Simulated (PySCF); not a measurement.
# C6H5F: the cost of one run

The runs use PySCF 2.14.0, with density-fitted response routines of our own; the level of theory stands in each step. All values are computed, except where a source is named. Atoms are numbered from 0 throughout.

### Step 1. Starting geometry

12 atoms, charge 0, multiplicity 1; geometry from: GFN2-xTB. The atoms were then displaced at random by about 0.01 Å, so the start is not that level's minimum.

Bonds of the start (Å): F0–C1 1.30, C1–C2 1.32, C2–C3 1.49, C3–C4 1.31, C4–C5 1.47, C5–C6 1.33, C6–C2 1.48, C1–H7 1.06, C3–H8 1.08, C4–H9 1.07, C5–H10 1.07, C6–H11 1.08.

### Step 2. Geometry optimisation at PBE0-D3(BJ)/def2-SVP

What the job is given:

```
{"job": {"xc": "PBE0", "basis": "def2-SVP", "d3": "d3bj", "grid": 1, "shake": 0.01, "kind": "geom"}, "charge": 0, "multiplicity": 1}
F     -2.768860     0.861090     0.200110
C     -1.982600    -0.171340     0.086970
C     -0.668980    -0.052000     0.019350
C      0.328370    -1.155860    -0.092820
C      1.532100    -0.646300    -0.130560
C      1.443550     0.815170    -0.028010
C      0.164550     1.166880     0.062380
H     -2.506250    -1.095630     0.053070
H      0.003250    -2.184560    -0.119000
H      2.457360    -1.182690    -0.191780
H      2.291530     1.461180    -0.019020
H     -0.254320     2.155810     0.150280
```

Launch:

```bash
$ OMP_NUM_THREADS=1 python probes_run.py task.json out
```

One launch serves the whole session: the jobs run in the order shown.

Q: Estimate the wall time and peak memory of this first job on 1 thread of AMD EPYC 7R43, shared host.

About 65 s, with a peak of 0.51 GiB.
